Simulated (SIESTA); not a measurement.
Input of a SIESTA 5.4.2 run:

File MnPt2.fdf:

```
SystemName                      MnPt2
SystemLabel                     MnPt2
NumberOfSpecies                 2
NumberOfAtoms                   3
%block ChemicalSpeciesLabel
  1  78 Pt
  2  25 Mn
%endblock ChemicalSpeciesLabel

LatticeConstant                 1.0 Ang
%block LatticeVectors
     2.8584044518     0.0000000000     0.0000000000
    -1.4292022259     2.4754508696     0.0000000000
     0.0000000000     0.0000000000     6.5325040000
%endblock LatticeVectors
AtomicCoordinatesFormat         Fractional
%block AtomicCoordinatesAndAtomicSpecies
     0.6685090000     0.3498850000     0.3152190000  1  Pt
     0.3449330000     0.6679780000     0.6807050000  1  Pt
    -0.0308400000    -0.0276150000    -0.0058460000  2  Mn
%endblock AtomicCoordinatesAndAtomicSpecies

%block kgrid.MonkhorstPack
   11   0   0  0.0
    0  11   0  0.0
    0   0   4  0.0
%endblock kgrid.MonkhorstPack
XC.Functional                   GGA
XC.Authors                      PBEsol
PAO.BasisSize                   DZP
PAO.EnergyShift                 0.003 Ry
Mesh.Cutoff                     800 Ry
Spin                            polarized
%block DM.InitSpin
    1   0.000
    2   0.000
    3   4.000
%endblock DM.InitSpin
OccupationFunction              FD
ElectronicTemperature           0.05 eV
MaxSCFIterations                200
SCF.MustConverge                false
SCF.Mixer.Method                Pulay
SCF.Mixer.Weight                0.1
SCF.Mixer.History               10
SCF.DM.Tolerance                5.0e-05
SCF.H.Tolerance                 1.0e-03 eV
WriteForces                     true
Charge.Mulliken                 end
%block PAO.Basis
  Pt 5
  n=5 0 2
    2.732 0.000
  n=6 0 2
    7.268 0.000
  n=5 1 2
    3.260 0.000
  n=6 1 1
    7.268
  n=5 2 2
    5.669 0.000
  Mn 5
  n=3 0 2
    2.738 0.000
  n=4 0 2
    7.595 0.000
  n=3 1 2
    3.070 0.000
  n=4 1 1
    7.595
  n=3 2 2
    5.098 0.000
%endblock PAO.Basis
```

Potentials or basis: PseudoDojo 0.4 standard (PBEsol files), DZP (energy shift 0.003 Ry; two zetas on semicore shells).

The run is started by

```console
$ siesta MnPt2.fdf > MnPt2.out 2>&1
```

Problem. What does it give for the pressure?

Solution. -8.1 GPa.

Problem. Estimate the band gap on the k mesh.

Solution. None (metal or under the smearing width).

Stress tensor (GPa, compression positive):
```
-9.07  0.20  0.40
 0.20 -9.09 -0.03
 0.40 -0.03 -6.14
```

Caveat: short orbitals over semicore shells can move pressures by several GPa; the basis of atomic orbitals isn't converged, which shifts pressures, moduli and gaps. The run has no spin-orbit coupling, so splittings on Pt are missing.
